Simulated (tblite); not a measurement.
# H9NO3Si3: the cost of one run

Programs: tblite 0.8.0 and PySCF 2.14.0. All values are calculated, for the isolated system unless a continuum is named. Atoms count from 0, parts from 1.

## (1) Starting point

16 atoms, charge -1, multiplicity 2; geometry: distance geometry start.

## (2) Geometry optimisation with GFN2-xTB

The job: settings as JSON, then the geometry in Å.

```
{"job": {"kind": "relax", "xc": "GFN2-xTB", "basis": "xTB"}, "charge": -1, "multiplicity": 2}
N      0.053652    -0.077094    -0.047249
O      1.031647    -0.777005     0.532180
Si     2.569317    -0.352987    -0.118525
O     -1.144766    -0.257748     0.552464
Si    -1.638549    -1.875489     0.140892
O      0.339920     1.222601    -0.299336
Si    -0.986176     2.274122    -0.076470
H      3.364989     0.348969     0.943273
H      2.460083     0.555658    -1.234664
H      3.263789    -1.577668    -0.517059
H     -1.152248    -2.317231    -1.129216
H     -1.046617    -2.732144     1.158942
H     -3.120043    -1.989468     0.187881
H     -2.156847     1.436085     0.321891
H     -1.219281     2.969604    -1.363061
H     -0.619801     3.190737     0.996068
```

With the program's defaults for keys left out, this is: GFN2-xTB geometry optimisation, gas phase.

Launch:

```console
OMP_NUM_THREADS=1 python cluster_run.py task.json out
```

One launch serves the whole session: the jobs run in the order shown.

**Question.** How long does this first job take on 1 thread of Arm Neoverse V1, shared host?

About 21 s.
